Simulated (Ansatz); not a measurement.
# GeH₆O₂Si: a ladder of functionals and wavefunction methods

How much do the methods differ for GeH₆O₂Si? The plan is to run it at one geometry with functionals of several rungs and with coupled cluster. The yardstick is the atomisation energy at the CCSD(T) limit.

Program: Ansatz 0.2.0, Gaussian basis. Level of theory: functionals in def2-TZVPP, the program's frozen cores in correlated methods. These are calculated values, not measurements.

Levels to be run: LDA (SPW92), PBE-D4, revPBE-D4, BLYP-D4, r2SCAN-D4, B97M-V, PBE0-D4, B3LYP-D4, r2SCANh-D4, r2SCAN0-D4, HSE06-D4, BHLYP-D4, CAM-B3LYP-D4, LC-ωPBE, ωB97X-V, ωB97M-V, B2PLYP, PBE-QIDH; CCSD(T)/def2-SVP; CCSD(T)/def2-TZVPP; MP2/def2-QZVPP; extrapolation to the limit; RPA on PBE.

## (1) The geometry

An earlier PBE0-D4 in a triple-zeta def2 set relaxation fixed the geometry.

SMILES `O[SiH2][GeH2][OH]`, 10 atoms, charge 0, spin multiplicity 1.

Atoms are counted from 1 here; the program's logs count them from 0.

Bond lengths: O1–Si2 1.653 Å, O1–H5 0.958 Å, Si2–Ge3 2.391 Å, Si2–H6 1.482 Å, Si2–H7 1.489 Å, Ge3–O4 1.793 Å, Ge3–H8 1.546 Å, Ge3–H9 1.550 Å, O4–H10 0.959 Å. Angles: Si2–O1–H5 117.7°, O1–Si2–Ge3 111.1°, O1–Si2–H6 105.7°, O1–Si2–H7 111.7°, Ge3–Si2–H6 110.4°, Ge3–Si2–H7 108.2°, H6–Si2–H7 109.6°, Si2–Ge3–O4 104.5°, Si2–Ge3–H8 114.4°, Si2–Ge3–H9 112.7°, O4–Ge3–H8 109.0°, O4–Ge3–H9 109.0°, H8–Ge3–H9 107.2°, Ge3–O4–H10 112.6°.

Coordinates:

```xyz
10

O    -0.27435    1.83037   -1.60109
Si   -0.17225    1.29462   -0.04067
Ge   -0.06435   -1.09281    0.04631
O     0.40470   -1.45905    1.73760
H     0.48202    1.68641   -2.17117
H    -1.39963    1.78112    0.63218
H     1.02797    1.84079    0.65198
H    -1.40070   -1.80362   -0.27033
H     1.00381   -1.67838   -0.91225
H     0.39278   -2.39945    1.92744
```

## (2) LDA

This LDA is Slater exchange with PW92 correlation.

The input, in.yaml:

```yaml
crystal:
  periodic: [false, false, false]
  atoms:
    - {symbol: O, position_ang: [-0.274351, 1.830371, -1.601087]}
    - {symbol: Si, position_ang: [-0.172250, 1.294622, -0.040671]}
    - {symbol: Ge, position_ang: [-0.064355, -1.092805, 0.046309]}
    - {symbol: O, position_ang: [0.404698, -1.459054, 1.737601]}
    - {symbol: H, position_ang: [0.482023, 1.686406, -2.171175]}
    - {symbol: H, position_ang: [-1.399627, 1.781116, 0.632181]}
    - {symbol: H, position_ang: [1.027968, 1.840786, 0.651984]}
    - {symbol: H, position_ang: [-1.400701, -1.803616, -0.270330]}
    - {symbol: H, position_ang: [1.003808, -1.678377, -0.912253]}
    - {symbol: H, position_ang: [0.392778, -2.399450, 1.927440]}
basis:
  gaussian: {orbitals: def2-TZVPP}
hamiltonian: {xc: lda}
output: {orbitals: {seedname: orbitals}}
```

On the command line:

```
> ansatz run in.yaml --threads 4 --pin off --events-out ev --progress --plain --max-ram 10444MiB
```

After this run come: PBE-D4 (GGA); revPBE-D4 (GGA); BLYP-D4 (GGA); r2SCAN-D4 (meta-GGA); B97M-V (meta-GGA); PBE0-D4 (hybrid); B3LYP-D4 (hybrid); r2SCANh-D4 (hybrid); r2SCAN0-D4 (hybrid); HSE06-D4 (hybrid); BHLYP-D4 (hybrid); CAM-B3LYP-D4 (range-separated); LC-ωPBE (range-separated); ωB97X-V (range-separated); ωB97M-V (range-separated); B2PLYP (double hybrid); PBE-QIDH (double hybrid); CCSD(T) in def2-SVP; CCSD(T) in def2-TZVPP; MP2 in def2-QZVPP; RPA on PBE orbitals.

Before running them: what should the planned runs give, taken together? Wanted: atomisation energy, CCSD(T)/CBS; farthest beyond LDA; mean size of error, GGA; mean size of error, meta-GGA; mean size of error, hybrid; mean size of error, range-separated; mean size of error, double hybrid; gap, smallest and largest; T1 diagnostic.

The runs gave:

```
                               quantity                                                      value
        atomisation energy, CCSD(T)/CBS                                              3235.2 kJ/mol
 functionals within 32.4 kJ/mol (1.0 %)  PBE-D4, r2SCAN-D4, B97M-V, CAM-B3LYP-D4, ωB97X-V, ωB97M-V
                    farthest beyond LDA                                   BHLYP-D4 (-134.5 kJ/mol)
                mean size of error, GGA                                                60.4 kJ/mol
           mean size of error, meta-GGA                                                18.6 kJ/mol
             mean size of error, hybrid                                                79.1 kJ/mol
    mean size of error, range-separated                                                30.8 kJ/mol
      mean size of error, double hybrid                                                73.6 kJ/mol
              gap, smallest and largest                  4.82 eV (LDA (SPW92)), 11.82 eV (LC-ωPBE)
                          T1 diagnostic                                                     0.0119
triples share of the correlation energy                                                      3.3 %
```

LDA overbinds by 420.6 kJ/mol (13 %). PBE-D4 misses by -24.6 kJ/mol. Double hybrids carry the basis error of their MP2 part in triple zeta, and no dispersion term here, so their miss is partly the set-up's. The rungs meta-GGA, range-separated miss on average by less than the doubt on the reference (32.4 kJ/mol), so they tie. The reference freezes the cores and leaves out relativity and excitations past (T), and its outer-core shells are covered unevenly, so misses under about 32.4 kJ/mol can't be ranked. Hartree-Fock recovers 70 % of the binding; the rest is correlation. CCSD(T) in def2-SVP is off by -281.5 kJ/mol, worse than the median functional, from the basis alone. Orbital gaps span 4.8 to 11.8 eV; exact exchange widens them. Correlated methods include outer-core shells of Ge, which these sets cover unevenly.
